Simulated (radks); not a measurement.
**W⁺ inside a hard spherical wall**

The task here is to estimate one member of a computed series from the others.

Program: radks (a radial shooting solver on a logarithmic mesh, Libxc functionals) version 1. Level of theory: scalar-relativistic Kohn-Sham, r2SCAN, spin-polarised, spherical densities, finite nucleus; open shells are filled with parallel spins first. These are calculated values, not measurements, unless marked.

**The system**

* element: tungsten (Z = 74)
* charge: +1
* electrons: 73
* configuration: [Xe] 4f14 5d4 6s1
* nuclear rms radius: 5.3658 fm

Outer shells as boxes (Hund's rule):

W⁺
```
[Xe] core
4f [↑↓][↑↓][↑↓][↑↓][↑↓][↑↓][↑↓]
5d [↑ ][↑ ][↑ ][↑ ][  ]
6s [↑ ]
```

The first run:

The run's settings:

```text
Z 74
configuration [Xe] 4f14 5d4 6s1 6p0 7s0 5f0
relativity scalar-relativistic
functional r2scan,r2scan
spin polarised
nucleus finite rms 5.3658 fm
c 137.035999084
```

Among the steps run: The free atom; Wall at 12 bohr; Wall at 8 bohr; Wall at 6 bohr; Wall at 5 bohr; Wall at 3.5 bohr; Wall at 2.5 bohr; Wall at 2 bohr.

One of the session's tables, all rows but one given; the rest of the session is left out.

| R (bohr) | E − E(free) (eV) | ε(5d) (eV) | ε(6p, empty) (eV) | ε(7s, empty) (eV) | ε(5f, empty) (eV) |
| --- | --- | --- | --- | --- | --- |
| free | 0.000 | -13.044 | -7.086 | - | - |
| 12 | 0.000 | -13.044 | -7.085 | -2.604 | 0.400 |
| 8 | 0.012 | -13.022 | -6.959 | -0.132 | 2.840 |
| 6 | 0.340 | -12.697 | -5.893 | 6.912 | 6.454 |
| 5 | ? | ? | ? | ? | ? |
| 3.5 | 17.786 | -6.097 | 13.160 | 67.047 | 26.684 |
| 2.5 | 110.56 | 13.367 | 70.273 | 199.21 | 64.337 |
| 2 | 339.18 | 47.113 | 164.21 | 390.23 | 116.61 |

**Question.** Estimate the row for R (bohr) = 5.

Worked estimate for «E − E(free) (eV)». A straight line through the neighbours (6, 0.340) and (3.5, 17.786) gives 0.340 + (17.786 − 0.340) × (5 − 6) / (3.5 − 6) = 7.318; a parabola fitted to 4 rows on both sides gives -4.062.

The run gave: E − E(free) (eV): 1.650; ε(5d) (eV): -11.857; ε(6p, empty) (eV): -3.495; ε(7s, empty) (eV): 17.084; ε(5f, empty) (eV): 10.468. In «E − E(free) (eV)» the line misses by +5.668 and the parabola by -5.712. Between these rows the values bend or scatter more than so simple an estimate can follow.

In words: Eigenvalues are for spin up. Shells are not refilled when levels cross, and a hard wall is a model, not a crystal.
